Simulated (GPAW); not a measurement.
The system is BiTe.

```
Bi Te
1.0
     0.00000    3.23500    3.23500
     3.23500    0.00000    3.23500
     3.23500    3.23500    0.00000
Bi Te
1 1
Cartesian
  0.0000 0.0000 0.0000
  3.2350 3.2350 3.2350
```

Base run:

```yaml
Program: GPAW 26.7.0
Functional: PBEsol
Potentials_or_basis: PAW data sets generated in the run's folder for this functional
Cutoff: 600 eV
Basis: pw
k_mesh: 7 × 7 × 7
Occupations: fermi-dirac, width 0.05 eV
Spin: no spin polarisation
```

Its results: pressure -1.8 GPa.

The run is repeated on the same cell with these changes: functional from PBEsol to LDA; potentials or basis from PAW data sets generated in the run's folder for this functional to the program's PAW data sets (release 1.2.1) made for this functional. What comes out?

Pressure -2.9 GPa.
